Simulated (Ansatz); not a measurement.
# Cl2H2S2Si: one species, many methods

Aim: compute Cl2H2S2Si with functionals from several rungs and with coupled cluster, and see how far each lands from CCSD(T) at the basis-set limit for the atomisation energy.

Computed with Ansatz 0.2.0, Gaussian basis. Level: functionals in def2-TZVPP, the program's frozen cores in correlated methods.

Levels to be run: PBE-D4, r2SCAN-D4, PBE0-D4, B3LYP-D4, ωB97X-V, ωB97M-V, B2PLYP; CCSD(T)/def2-TZVPP; CCSD(T)/def2-QZVPP; extrapolation to the limit.

## 1. The geometry

All runs share one geometry, relaxed beforehand with PBE0-D4 in a triple-zeta def2 set.

7 atoms, charge 0, spin multiplicity 1.

Atoms are counted from 1 here; the program's logs count them from 0.

Bond lengths: S1–Si2 2.109 Å, S1–H6 1.346 Å, Si2–S3 2.113 Å, Si2–Cl4 2.045 Å, Si2–Cl5 2.039 Å, S3–H7 1.345 Å. Angles: Si2–S1–H6 93.0°, S1–Si2–S3 108.6°, S1–Si2–Cl4 113.2°, S1–Si2–Cl5 105.3°, S3–Si2–Cl4 109.2°, S3–Si2–Cl5 113.1°, Cl4–Si2–Cl5 107.3°, Si2–S3–H7 94.0°.

## 2. PBE-D4 (GGA)

in.yaml

```yaml
crystal:
  periodic: [false, false, false]
  atoms:
    - {symbol: S, position_ang: [-1.995582, 0.316381, 0.567288]}
    - {symbol: Si, position_ang: [0.054663, 0.388011, 0.076816]}
    - {symbol: S, position_ang: [0.921631, -1.486415, 0.522157]}
    - {symbol: Cl, position_ang: [0.399139, 0.838892, -1.887382]}
    - {symbol: Cl, position_ang: [0.822646, 1.911473, 1.192837]}
    - {symbol: H, position_ang: [-2.230417, -0.714833, -0.264685]}
    - {symbol: H, position_ang: [2.027911, -1.253511, -0.207031]}
basis:
  gaussian: {orbitals: def2-TZVPP}
hamiltonian: {xc: pbe, dispersion: d4}
output: {forces: true, orbitals: {seedname: orbitals}}
```

Run with:

```bash
ansatz run in.yaml --threads 2 --pin off --events-out ev --progress --plain --max-ram 22528MiB --backend cpu
```

Further steps of the session: r2SCAN-D4 (meta-GGA); PBE0-D4 (hybrid); B3LYP-D4 (hybrid); ωB97X-V (range-separated); ωB97M-V (range-separated); B2PLYP (double hybrid); CCSD(T) in def2-TZVPP; CCSD(T) in def2-QZVPP.

Q: Predict the results of all the runs planned. Wanted: atomisation energy, CCSD(T)/CBS; farthest; mean size of error, hybrid; mean size of error, range-separated; gap, smallest and largest; T1 diagnostic; triples share of the correlation energy.

The runs gave:

| quantity | value |
| --- | --- |
| atomisation energy, CCSD(T)/CBS | 526.5 kcal/mol |
| functionals within 2.6 kcal/mol (0.5 %) | PBE0-D4, ωB97X-V |
| farthest | B2PLYP (-18.6 kcal/mol) |
| mean size of error, hybrid | 6.9 kcal/mol |
| mean size of error, range-separated | 3.0 kcal/mol |
| gap, smallest and largest | 5.30 eV (PBE-D4), 12.13 eV (ωB97X-V) |
| T1 diagnostic | 0.0104 |
| triples share of the correlation energy | 4.5 % |

PBE-D4 misses by +5.9 kcal/mol. Double hybrids carry the basis error of their MP2 part in triple zeta, and no dispersion term here, so their miss is partly the set-up's. Misses under about 2.6 kcal/mol are within the doubt on the reference itself, which lacks core-valence correlation, relativity and higher excitations. Hartree-Fock recovers 70 % of the binding; the rest is correlation. The gap grows from 5.3 to 12.1 eV across the functionals, mostly with the share of exact exchange.
